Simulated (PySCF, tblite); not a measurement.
# CH7Ge2NO: geometry, infrared bands, NMR shifts and spin-spin couplings

Wanted: the infrared bands, NMR shifts and spin-spin couplings of CH7Ge2NO (`O=[CH][GeH2][NH][GeH3]`), by calculation.

Computed with tblite 0.8.0 and PySCF 2.14.0, with density-fitted response routines of our own, on a single molecule in the gas phase. Atoms are numbered from 0 throughout.

## 1. Starting geometry

12 atoms, charge 0, multiplicity 1; geometry from: force field or distance geometry start.

Bonds of the start (Å): O0–C1 1.23, C1–Ge2 1.92, Ge2–N3 1.87, N3–Ge4 1.85, C1–H5 1.08, Ge2–H6 1.56, Ge2–H7 1.54, N3–H8 1.05, Ge4–H9 1.55, Ge4–H10 1.55, Ge4–H11 1.55.

## 2. Optimising the geometry with GFN2-xTB

What the job is given:

```
{"job": {"kind": "relax", "xc": "GFN2-xTB", "basis": "xTB"}, "charge": 0, "multiplicity": 1}
O      2.968100     0.820500    -0.818900
C      1.918800     0.810300    -0.184700
Ge     0.939900    -0.832300     0.004100
N     -0.592600    -0.527000     1.029600
Ge    -1.776300     0.469300     0.011800
H      1.558000     1.712100     0.294600
H      0.522600    -1.342100    -1.406500
H      1.828500    -1.886500     0.696400
H     -1.035000    -1.469600     1.185000
H     -2.096900    -0.288000    -1.305800
H     -3.091300     0.691000     0.795400
H     -1.142700     1.841700    -0.326900
```

Started as:

```
> OMP_NUM_THREADS=1 python probes_run.py task.json out
```

This one command runs all jobs of the session in turn.

**Question.** This job is followed by: GFN2-xTB harmonic vibrations, gas phase; GIAO PBE0/pcSseg-1 NMR shielding, non-relativistic, gas phase; B3LYP/pcJ-1 Ge:pcSseg-1 indirect spin-spin coupling, non-relativistic, gas phase. What will the session give for the following? strongest single infrared mode (GFN2-xTB); zero-point energy (GFN2-xTB); ¹³C shifts against TMS (PBE0/pcSseg-1); ¹H shifts against TMS (PBE0/pcSseg-1, means over atoms taken as alike); ¹⁷O shifts against H2O (PBE0/pcSseg-1); ⁷³Ge shifts against GeMe4 (PBE0/pcSseg-1); ¹⁵N shifts against NH3 (PBE0/pcSseg-1); largest coupling of the table (B3LYP/pcSseg-1+pcJ-1).

The runs gave:

```
                                                              quantity                         value
                             strongest single infrared mode (GFN2-xTB)         1948 cm⁻¹, 543 km/mol
                                          zero-point energy (GFN2-xTB)                 42.5 kcal/mol
                                ¹³C shifts against TMS (PBE0/pcSseg-1)                     242.2 ppm
¹H shifts against TMS (PBE0/pcSseg-1, means over atoms taken as alike)  12.43, 4.82, 4.60, -0.68 ppm
                                ¹⁷O shifts against H2O (PBE0/pcSseg-1)                     943.8 ppm
                             ⁷³Ge shifts against GeMe4 (PBE0/pcSseg-1)                -134, -141 ppm
                                ¹⁵N shifts against NH3 (PBE0/pcSseg-1)                     -15.4 ppm
                  largest coupling of the table (B3LYP/pcSseg-1+pcJ-1)       ¹J(C,H) C1–H5, 171.1 Hz
```

**Reading.** Relaxing lowered the energy by 0.360 eV in 86 steps; the close pair that moved most is C1–Ge2, from 1.921 to 1.996 Å. All 30 modes are real, so the xTB geometry is a minimum. The strongest single mode, at 1948 cm⁻¹, moves mainly H9 and H7. GFN2-xTB is a fitted tight-binding method: band positions and strengths are rough. Its intensities can rank the bands wrongly. At PBE0/pcSseg-1: The widest tensor belongs to O0: span 2036 ppm, with a paramagnetic part of -1005 ppm. In the run at B3LYP/pcSseg-1+pcJ-1, the largest coupling of the table is C1–H5, 171.1 Hz, of which the Fermi-contact term gives 171.2 Hz. Couplings across rotatable bonds belong to this one conformer; where others are populated, the observed values are averages. Spin-orbit coupling is left out, which matters for shieldings and couplings at and beside the heavy atoms.
